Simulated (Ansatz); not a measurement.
Predict the output of the script below (Ansatz 0.2.0 through its Python package).

The script, `asfh4si.py`:
```python
# -*- coding: utf-8 -*-
"""AsFH4Si at several levels of theory."""

import ansatz as az

geometry_ang = [
    ("F", [-2.1431, -0.1132, 0.2623]),
    ("Si", [-0.6809, -0.1961, -0.4814]),
    ("As", [0.9226, -0.4057, 1.1409]),
    ("H", [-0.5765, -1.3632, -1.3603]),
    ("H", [-0.4135, 1.0079, -1.2943]),
    ("H", [0.8275, 1.1145, 1.5546]),
    ("H", [2.1252, -0.1122, 0.1326]),
]
system = az.Crystal.molecule()
for symbol, xyz in geometry_ang:
    system = system.atom(symbol, xyz)

calc = system.calculation().basis(gaussian="def2-SVP")

methods = ["mp2", "ccsd", "ccsd_t"]
batch = az.Session.batch([calc.correlation(m).input() for m in methods])
reports = sorted(batch.plan().execute().molecular_reports, key=lambda each: each["member"])
print(f"Hartree-Fock reference {reports[0]['reference_energy_ev'] / 27.211386246:.6f} Ha")
best = reports[-1]["free_energy_ev"] - reports[-1]["reference_energy_ev"]
for method, each in zip(methods, reports):
    gained = each["free_energy_ev"] - each["reference_energy_ev"]
    print(f"{method:8s} total {each['free_energy_ev'] / 27.211386246:.6f} Ha  correlation {gained:9.4f} eV  ({100 * gained / best:.1f} % of the last)")
```

```console
$ python asfh4si.py
Hartree-Fock reference -2624.495557 Ha
mp2      total -2625.020542 Ha  correlation  -14.2856 eV  (92.6 % of the last)
ccsd     total -2625.050392 Ha  correlation  -15.0978 eV  (97.8 % of the last)
ccsd_t   total -2625.062792 Ha  correlation  -15.4353 eV  (100.0 % of the last)
```

Reading the output:
- Total energies depend on the basis set; only differences at equal settings carry meaning.
- The geometry is a force-field or estimated start, not a minimum of this method, and the basis set is short of its limit. A lower total doesn't mark the better method: functionals have no common bound, and MP2 and coupled cluster aren't variational.
- Inner cores stay frozen; a filled d shell under the valence of the heavier atoms is correlated with it.

(A comment or docstring line of the script was reworded after the run, the code is as it ran; lines on the test bed's own set-up are left out of the output.)
